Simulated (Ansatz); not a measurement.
Run this with Ansatz's Python interface and show what comes out.

Script `disp_ba2lizn2s2o2.py`:
```python
"""D3 and D4 dispersion energy of Ba2LiZn2S2O2, with no SCF."""

import logging
import sys

import ansatz as az
import numpy as np

logging.basicConfig(stream=sys.stdout, format="[%(levelname)s] %(message)s")
logger = logging.getLogger("run")
logger.setLevel(logging.INFO)

vectors0 = np.array([
    [3.992541, 0.0, 0.0],
    [-0.023991, 6.192413, 0.0],
    [-0.014443, -1.347058, 7.411905],
])
sites = [
    ("Ba", (0.582567, 0.269077, 0.18911)),
    ("Ba", (0.58299, 0.673113, 0.816397)),
    ("Li", (0.579488, 0.118734, 0.569874)),
    ("Zn", (0.086036, 0.767632, 0.185843)),
    ("Zn", (0.076253, 0.190371, 0.830726)),
    ("S", (0.587472, 0.795639, 0.350288)),
    ("S", (0.083024, 0.329766, 0.556587)),
    ("O", (0.083384, 0.473186, 0.016407)),
    ("O", (0.088785, 0.965816, 0.994028)),
]


def on_lattice(cell):
    crystal = az.Crystal(lattice=az.Lattice.of(cell))
    for symbol, position in sites:
        crystal = crystal.atom(symbol, position)
    return crystal


def main() -> None:
    atoms = [(site[0], site[1]) for site in sites]
    print("dispersion energy and pressure at linear scale factors", (0.97, 1.0, 1.03, 1.06))
    for functional in (az.Functional.RPBE, az.Functional.PBE):
        for method in ("d3bj", "d4"):
            damping = az.dispersion_damping(method=method, xc=functional)
            line = []
            for scale in (0.97, 1.0, 1.03, 1.06):
                term = az.pairwise_dispersion(vectors=(vectors0 * scale).tolist(), atoms=atoms, damping=damping, periodic=(True, True, True))
                line.append(f"{term.energy_ev / len(atoms):.4f} eV/atom, {np.trace(term.stress_gpa) / 3:.2f} GPa")
            print(functional.value, method, "|", " | ".join(line))
    print("charges of the D4 model in the last cell:", np.round(term.partial_charges_e, 3))


if __name__ == "__main__":
    main()
```

```console
$ python disp_ba2lizn2s2o2.py
dispersion energy and pressure at linear scale factors (0.97, 1.0, 1.03, 1.06)
rpbe d3bj | -1.5128 eV/atom, -17.43 GPa | -1.3347 eV/atom, -14.77 GPa | -1.1747 eV/atom, -12.46 GPa | -1.0318 eV/atom, -10.48 GPa
rpbe d4 | -0.4348 eV/atom, -3.83 GPa | -0.3965 eV/atom, -3.10 GPa | -0.3634 eV/atom, -2.54 GPa | -0.3346 eV/atom, -2.10 GPa
pbe d3bj | -0.2798 eV/atom, -2.46 GPa | -0.2549 eV/atom, -2.04 GPa | -0.2330 eV/atom, -1.69 GPa | -0.2137 eV/atom, -1.41 GPa
pbe d4 | -0.2293 eV/atom, -2.01 GPa | -0.2091 eV/atom, -1.66 GPa | -0.1913 eV/atom, -1.37 GPa | -0.1757 eV/atom, -1.14 GPa
charges of the D4 model in the last cell: [ 0.85   0.814  0.374  0.437  0.315 -0.667 -0.691 -0.701 -0.731]
```

The structure comes from a database and needn't be a stable phase.
